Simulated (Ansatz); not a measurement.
# WSi+ (doublet): inputs that go wrong

4 inputs are run for WSi+ (doublet) as typed; the log has to tell whether the result can be used and what must change.

The runs use Ansatz 0.2.0, Gaussian basis; the settings change from run to run.

20 further runs of the same task are left out: 6 for a known fault of the program, 2 that didn't finish, 12 set aside as unsound or not needed.

### Step 1. The system

The geometry is a PBE0/def2-TZVP stationary point (not a proven minimum) of the parent state, kept for this charge and spin. No spin-orbit coupling is included. Elements past krypton take def2 core potentials.

2 atoms, charge 1, spin multiplicity 2.

Atoms are counted from 1 here; the program's logs count them from 0.

Bond lengths: W1–Si2 2.218 Å.

### Step 2. Try 1

The input, in.yaml:

```yaml
crystal:
  periodic: [false, false, false]
  atoms:
    - {symbol: W, position_ang: [0.000000, 0.000000, 0.000000]}
    - {symbol: Si, position_ang: [0.000000, 0.000000, 2.218234]}
basis:
  gaussian: {orbitals: def2-mTZVP}
total_charge: 1
magnetization: {spin_polarized: false, initial_magnetization: 1}
hamiltonian: {xc: pbe}
correlation: {method: sc_nevpt2, electrons: valence, active_space: {window: {electrons: 3, orbitals: 3}}}
```

On the command line:

```bash
> ansatz run in.yaml --threads 1 --pin off --events-out ev --progress --plain --max-ram 2393MiB
```

What it wrote:

```text
Error: invalid value for `correlation.active_space`: it starts from restricted Hartree–Fock orbitals; set hamiltonian.xc: hf without magnetization.spin_polarized
```

Run time: 0.03 s. Hardware: 1 thread of Intel Xeon 6975P-C, shared host.

Diagnosis: The run was refused. An active space is asked on a functional's orbitals. Cure: start from Hartree-Fock.

### Step 3. Try 2

The input, in.yaml:

```yaml
crystal:
  periodic: [false, false, false]
  atoms:
    - {symbol: W, position_ang: [0.000000, 0.000000, 0.000000]}
    - {symbol: Si, position_ang: [0.000000, 0.000000, 2.218234]}
basis:
  gaussian: {orbitals: def2-mTZVP}
total_charge: 1
magnetization: {spin_polarized: false, initial_magnetization: 1}
correlation: {active_space: {window: {electrons: 3, orbitals: 3}, states: [{multiplicity: 2, weights: [0]}]}}
```

Launched as before.

What it wrote:

```text
Error: set 0 asks for 1 states and needs as many positive weights; it has [0.0]
```

Wall time 0.03 s (1 thread of Intel Xeon 6975P-C, shared host).

Diagnosis: The run was refused. The list of states asked for (weights, spin or count) can't be met. To mend it, mend what the message names.

### Step 4. Try 3

The input, in.yaml:

```yaml
crystal:
  periodic: [false, false, false]
  atoms:
    - {symbol: W, position_ang: [0.000000, 0.000000, 0.000000]}
    - {symbol: Si, position_ang: [0.000000, 0.000000, 2.218234]}
basis:
  gaussian: {orbitals: def2-SVP}
total_charge: 1
magnetization: {spin_polarized: true, initial_magnetization: 2}
hamiltonian: {xc: {name: B3LYP}}
correlation: {method: ccsdt, electrons: outside_noble_gas}
```

Same command.

What it wrote:

```text
Error: a molecule whose nuclei and cores have a total charge of 28 cannot have a net charge of 1 together with 2 unpaired electrons
```

Wall time 0.03 s (1 thread of Intel Xeon 6975P-C, shared host).

What is wrong: The run was refused. The number of unpaired electrons doesn't fit the electron count. Fix: make charge and initial_magnetization agree.

### Step 5. Try 4

The input, in.yaml:

```yaml
crystal:
  periodic: [false, false, false]
  atoms:
    - {symbol: W, position_ang: [0.000000, 0.000000, 0.000000]}
    - {symbol: Si, position_ang: [0.000000, 0.000000, 4.191797]}
basis:
  gaussian: {orbitals: def2-SVP}
total_charge: 1
magnetization: {spin_polarized: false, initial_magnetization: 1}
correlation: {method: sc_nevpt2, electrons: outside_noble_gas, active_space: {window: {electrons: 3, orbitals: 5}}}
```

Launched as before.

What it wrote, shortened:

```text
Functional definition: HF
  name "HF"
  cite "Fock, Z. Phys. 61, 126 (1930) doi:10.1007/BF01340294"
  parent pbe
[...]
483 factors; integrals over basis functions are off by at most 3.1e-4 eV
[...]
mean field -9651.61147298 eV, -354.6901795349 hartree, gradient 1.1e-6 eV, S^2 0.750000; 42 other end points of the search recorded, 0 dependent functions left out
reference -9651.61147298 eV, -354.6901795349 hartree; 14, 13 occupied and 36, 37 virtual orbitals, 483 factors
state -9652.72357326 eV, -354.7310484664 hartree
state -9652.72357326 eV, -354.7310484664 hartree; corrected -9656.05400449 eV, -354.8534395564 hartree
state -9652.31811789 eV, -354.7161482562 hartree
state -9652.31811789 eV, -354.7161482562 hartree; corrected -9655.30925917 eV, -354.8260706707 hartree
state -9652.72357326 eV, -354.7310484664 hartree; corrected -9656.05400449 eV, -354.8534395564 hartree
[...]
state -9652.72357326 eV, -354.7310484664 hartree; corrected -9656.05400449 eV, -354.8534395564 hartree
state -9652.31728716 eV, -354.7161177274 hartree
state -9652.31728716 eV, -354.7161177274 hartree; corrected -9655.14947082 eV, -354.8201985572 hartree
state -9652.72357326 eV, -354.7310484664 hartree; corrected -9656.05400449 eV, -354.8534395564 hartree
state -9652.31361387 eV, -354.7159827365 hartree
state -9652.31361387 eV, -354.7159827365 hartree; corrected -9655.20943436 eV, -354.8224021768 hartree
state -9652.72357326 eV, -354.7310484664 hartree; corrected -9656.05400449 eV, -354.8534395564 hartree
state -9651.84055817 eV, -354.6985982603 hartree
state -9651.84055817 eV, -354.6985982603 hartree; corrected -9654.97361866 eV, -354.8137361096 hartree
state -9652.72357326 eV, -354.7310484664 hartree; corrected -9656.05400449 eV, -354.8534395564 hartree
[...]
the orbitals are reached from a further start. From the first start the search ends at -9652.54527905 eV, -354.7244962748 hartree
Total energy: -9656.05400449 eV, -354.8534395564 hartree
```

Wall time 61 s (1 thread of Intel Xeon 6975P-C, shared host).

Diagnosis: The run converged, which proves nothing about the input. The coordinates are scaled by the bohr-ångström factor. The shortest distance is 4.19 Å, against 2.22 Å in the geometry of step 1. Its energy belongs to another geometry. To mend it, restore the coordinates in ångström.

### Step 6. How the runs ended

```
try                   level      ended                                                               cause    time
  1  NEVPT2(3,3)/def2-mTZVP    refused                 an active space is asked on a functional's orbitals  0.03 s
  2  CASSCF(3,3)/def2-mTZVP    refused  the list of states asked for (weights, spin or count) can't be met  0.03 s
  3          CCSDT/def2-SVP    refused     the number of unpaired electrons doesn't fit the electron count  0.03 s
  4    NEVPT2(3,5)/def2-SVP  converged              the coordinates are scaled by the bohr-ångström factor    61 s
```

3 refused, 1 converged. The input that converges on a wrong geometry or spin is the dangerous one: no error points at it, so geometry and ⟨S²⟩ have to be checked.
